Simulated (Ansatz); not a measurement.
# HfB: a trigonal deformation path

The task here is to estimate one member of a computed series from the others.

Computed with Ansatz 0.2.0 (DFT PBE, scalar-relativistic, plane waves, PAW, unless a step's input says otherwise).

## The starting structure

The structure is cubic, space group Fm-3m (No. 225). Conventional cell: a = 4.620 Å, b = 4.620 Å, c = 4.620 Å, α = 90.00°, β = 90.00°, γ = 90.00°. Around Hf (site symmetry m-3m) lie 6 B at 2.31 Å. B (site symmetry m-3m) has 6 Hf at 2.31 Å in its first shell of neighbours.

Structure file:

```
CELL_PARAMETERS angstrom
0.00000 2.31000 2.31000
2.31000 0.00000 2.31000
2.31000 2.31000 0.00000
ATOMIC_POSITIONS crystal
Hf 0.50000 0.50000 0.50000
B 0.00000 0.00000 0.00000
```

No relaxation comes first: the listed cell is the starting point.

## Zero of energy

The reference gives a free energy of -15877.8162 eV, pressure 29.79 GPa, largest force 0.000 eV/Å and gap on the mesh none (metal). It was computed beforehand with the settings of the runs below.

The first run:

At fixed volume and fractional coordinates, lengths along (0.577, 0.577, 0.577) are scaled against those across it; ρ is that ratio over its starting value.

Contents of input.yaml:

```yaml
crystal:
  lattice:
    - [-0.9701392084, 1.9402784168, 1.9402784168]
    - [1.9402784168, -0.9701392084, 1.9402784168]
    - [1.9402784168, 1.9402784168, -0.9701392084]
  atoms:
    - { symbol: Hf, position: [0.5, 0.5, 0.5] }
    - { symbol: B, position: [0.0, 0.0, 0.0] }
basis:
  ecutwfc: 420
kpoints:
  mp_grid: { grid: [20, 20, 20] }
hamiltonian:
  xc: pbe
scf:
  occupations: { method: gaussian, width: 0.15 }
output:
  forces: true
  stress: true
  eigenvalues: true
  write_density: true
  write_potential: true
  elf: true
  volumetric_format: npy
```

On the command line:

```
> ansatz run input.yaml --threads 1 --pin off --max-ram 2560MiB --backend cpu --events-out ev --progress --plain --runs-dir out
```

Among the steps run: At ρ = 0.500; At ρ = 2.000; At ρ = 0.710; At ρ = 1.410; At ρ = 0.600; Point ρ = 0.850; At ρ = 1.200; At ρ = 1.700; At ρ = 0.930; Point ρ = 1.080.

One of the session's tables, all rows but one given; the rest of the session is left out.

Collected from the runs (energy zero: the undisturbed cell):

```
    ρ  ΔE (meV/atom)  pressure (GPa)
0.500          499.7            17.3
0.600          350.7            21.6
0.710          188.5            27.6
0.850           69.3            29.7
0.930           16.5            29.8
1.000            0.0            29.8
1.080           22.1            29.8
1.200          127.7            30.1
1.410              ?               ?
1.700         1007.1            33.9
2.000         1472.4            33.4
```

**Question.** Estimate the row for ρ = 1.410.

Worked estimate for «ΔE (meV/atom)». A straight line through the neighbours (1.200, 127.7) and (1.700, 1007.1) gives 127.7 + (1007.1 − 127.7) × (1.410 − 1.200) / (1.700 − 1.200) = 497.0; a parabola fitted to 4 rows on both sides gives 510.3.

**Answer.** ΔE (meV/atom): 455.9; pressure (GPa): 31.2. In «ΔE (meV/atom)» the line misses by +41.1 and the parabola by +54.4.
